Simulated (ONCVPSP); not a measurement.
# Molybdenum: generating and testing an ONCV potential

Task: generate the file, and judge it by its errors in other configurations, its logarithmic derivatives, its ghosts and its cutoff.

The numbers are computed with ONCVPSP 4.0.1 (PBE, scalar-relativistic, spin-unpolarised reference atom).

### Step 1. Starting point

Typed settings, in words:

* element: molybdenum (Mo, Z = 42)
* type: optimised norm-conserving Vanderbilt (ONCV)
* frozen core: [Ar] 3d10
* valence charge: 14
* reference configuration: 4s2 4p6 4d5 5s1
* partial waves: 4s+5s: rc 1.60 bohr, ncon 3, nbas 6, qcut 6.8 1/bohr, 2 projectors; 4p: rc 1.90 bohr, ncon 4, nbas 7, qcut 5.6 1/bohr, 1 projector; 4d: rc 2.55 bohr, ncon 5, nbas 10, qcut 6.5 1/bohr, 2 projectors, debl 2.4 Ha
* local potential: polynomial inside 1.55 bohr (lpopt 5, dvloc0 0 Ha)
* core correction: Teter function, fcfact 4, rcfact 1.4

The nodes and maxima of the atom's own shells, from an earlier all-electron run, set the scale for the radii.

All-electron outer shells of the reference configuration (PBE, scalar-relativistic, ld1.x):

```
shell  level (eV)  outermost node (bohr)  outermost maximum (bohr)
   3d     -220.98                      –                      0.32
   4s      -64.35                   0.51                      0.99
   4p      -38.49                   0.52                      1.08
   5s       -4.09                   1.34                      2.93
   4d       -3.75                   0.53                      1.38
   5p       -1.04                   1.54                      4.11
```

### Step 2. Generating the potential

Mo.dat

```
# ATOM AND REFERENCE CONFIGURATION
# atsym  z   nc   nv     iexc    psfile
  Mo 42.00    6    4        4      upf
#
#   n    l    f
    1    0    2.00
    2    0    2.00
    2    1    6.00
    3    0    2.00
    3    1    6.00
    3    2   10.00
    4    0    2.00
    4    1    6.00
    4    2    5.00
    5    0    1.00
#
# PSEUDOPOTENTIAL AND OPTIMIZATION
# lmax
    2
#
#   l,   rc,      ep,       ncon, nbas, qcut
    0    1.60    0.00    3    6    6.80
    1    1.90    0.00    4    7    5.60
    2    2.55    0.00    5   10    6.50
#
# LOCAL POTENTIAL
# lloc, lpopt,  rc(5),   dvloc0
    4    5    1.55    0.00
#
# VANDERBILT-KLEINMAN-BYLANDER PROJECTORs
# l, nproj, debl
    0    2    0.50
    1    1    1.10
    2    2    2.40
#
# MODEL CORE CHARGE
# icmod, fcfact, rcfact
    3    4.00    1.40
#
# LOG DERIVATIVE ANALYSIS
# epsh1, epsh2, depsh
   -4.00    5.00    0.02
#
# OUTPUT GRID
# rlmax, drl
    6.00    0.01
#
# TEST CONFIGURATIONS
# ncnf
    4
# nvcnf
#   n    l    f
    4
    4    0    2.00
    4    1    6.00
    4    2    5.00
    5    0    0.00
#
    4
    4    0    2.00
    4    1    6.00
    4    2    4.00
    5    0    0.00
#
    4
    4    0    2.00
    4    1    6.00
    4    2    3.00
    5    0    0.00
#
    4
    4    0    2.00
    4    1    6.00
    4    2    6.00
    5    0    0.00
#
```

Run with:

```bash
$ oncvpsp.x < Mo.dat > Mo.out
```

Before running it: what results should come out? Wanted: cutoffs for 1 and 0.1 mHa per electron, occupied waves; bound ghosts; GHOST(+) flags; largest test error; largest phase difference near zero energy, channels read; rms error of d²Exc/dn², without and with the model core.

As calculated:

| quantity | value |
| --- | --- |
| cutoffs for 1 and 0.1 mHa per electron, occupied waves | 18 Ha and 21 Ha |
| bound ghosts | none found |
| GHOST(+) flags | s at 265 eV |
| largest test error (AE − PS) | +40 meV, for 4s2 4p6 4d3 5s0 |
| largest phase difference near zero energy, channels read | 0.021 rad |
| rms error of d²Exc/dn², without and with the model core | 2.20 and 1.27 mHa |

By total energies transferability is fair: the largest error is 40 meV on 49.1 eV, for 4s2 4p6 4d3 5s0. That test lies far up in energy; among those under 40 eV, nearer to bonding, the largest error is 2.2 meV. It counts as of middling hardness, with 18 Ha needed at the looser tolerance. The program's ghost test flags no bound state. Near zero energy the phases of the channels with partial waves agree within 0.021 rad. The program also flags highly localised states, GHOST(+) (s). All of this concerns the isolated atom, not yet a solid.
